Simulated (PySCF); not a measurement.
# C3H9ClGe: the cost of one run

Program: PySCF 2.14.0. Level of theory: levels as typed in each script, gas phase, geometry from GFN2-xTB. These are calculated values, not measurements.

## 1. Starting geometry

SMILES `C[Ge](C)(C)Cl`, 14 atoms, charge 0, spin multiplicity 1.

Bond lengths: C1–Ge2 1.993 Å, C1–H6 1.085 Å, C1–H7 1.086 Å, C1–H8 1.086 Å, Ge2–C3 1.993 Å, Ge2–C4 1.993 Å, Ge2–Cl5 2.133 Å, C3–H9 1.085 Å, C3–H10 1.086 Å, C3–H11 1.086 Å, C4–H12 1.085 Å, C4–H13 1.086 Å, C4–H14 1.086 Å. Angles: Ge2–C1–H6 110.6°, Ge2–C1–H7 110.5°, Ge2–C1–H8 110.3°, H6–C1–H7 108.5°, H6–C1–H8 108.5°, H7–C1–H8 108.3°, C1–Ge2–C3 112.2°, C1–Ge2–C4 112.3°, C1–Ge2–Cl5 106.6°, C3–Ge2–C4 111.9°, C3–Ge2–Cl5 106.7°, C4–Ge2–Cl5 106.6°, Ge2–C3–H9 110.5°, Ge2–C3–H10 110.5°, Ge2–C3–H11 110.4°, H9–C3–H10 108.5°, H9–C3–H11 108.5°, H10–C3–H11 108.3° and more.

Coordinates:

| atom | x (Å) | y (Å) | z (Å) |
| --- | --- | --- | --- |
| C1 | 0.8258 | 1.8774 | -0.3688 |
| Ge2 | 0.2616 | 0.0015 | -0.0011 |
| C3 | 0.8404 | -0.6178 | 1.8023 |
| C4 | 0.8322 | -1.2564 | -1.4374 |
| Cl5 | -1.8717 | -0.0042 | 0.0041 |
| H6 | 1.9071 | 1.9647 | -0.3345 |
| H7 | 0.4850 | 2.1908 | -1.3514 |
| H8 | 0.4015 | 2.5511 | 0.3701 |
| H9 | 1.9236 | -0.6503 | 1.8639 |
| H10 | 0.4707 | 0.0532 | 2.5721 |
| H11 | 0.4535 | -1.6128 | 2.0028 |
| H12 | 1.9140 | -1.2706 | -1.5247 |
| H13 | 0.4124 | -0.9575 | -2.3934 |
| H14 | 0.4905 | -2.2632 | -1.2150 |

## 2. Density, bond paths and surface potential (PBE0/def2-tzvp)

File input.py:

```python
import numpy as np
from pyscf import gto, scf, dft
from pyscf.scf import atom_ks, atom_hf
from scipy.linalg import block_diag

def solve(mol, dm0=None, hcore=None):
    mf = (dft.UKS if mol.spin else dft.RKS)(mol, xc='pbe0')
    mf.grids.level = 3
    mf = mf.density_fit(auxbasis='def2-universal-jkfit')
    mf.conv_tol, mf.max_cycle = 1e-8, 80
    if hcore is not None:
        mf.get_hcore = lambda *args: hcore
    mf.kernel(dm0)
    if not mf.converged:
        mf = mf.newton().run(mf.mo_coeff, mf.mo_occ, max_cycle=30)
    assert mf.converged, 'SCF not converged'
    return mf

mol = gto.M(atom='''
C      0.82580     1.87742    -0.36879
Ge     0.26159     0.00147    -0.00115
C      0.84040    -0.61782     1.80226
C      0.83222    -1.25640    -1.43738
Cl    -1.87174    -0.00422     0.00413
H      1.90714     1.96475    -0.33447
H      0.48505     2.19084    -1.35138
H      0.40152     2.55110     0.37011
H      1.92357    -0.65033     1.86386
H      0.47069     0.05322     2.57214
H      0.45346    -1.61277     2.00284
H      1.91396    -1.27059    -1.52473
H      0.41244    -0.95748    -2.39340
H      0.49051    -2.26321    -1.21503
''', basis='def2-tzvp', charge=0, spin=0, verbose=4)
mf = solve(mol)
mf.analyze()
# spherically averaged free atoms, for the promolecule
atm = atom_ks.get_atm_nrks(mol, xc='pbe0')
pro = block_diag(*[(atm[a[0]][2] * atm[a[0]][3]) @ atm[a[0]][2].T for a in mol._atom])
np.savez('result.npz', e=mf.e_tot, c=mf.mo_coeff, occ=mf.mo_occ, eps=mf.mo_energy, pro=pro, dip=mf.dip_moment(verbose=0), s2=mf.spin_square()[0])
```

Run with:

```bash
$ OMP_NUM_THREADS=1 python input.py
```

**Question.** How long does this run take on 1 thread of Arm Neoverse V2, shared host, and how much memory does it need?

About 48 s, with a peak of 0.93 GiB.
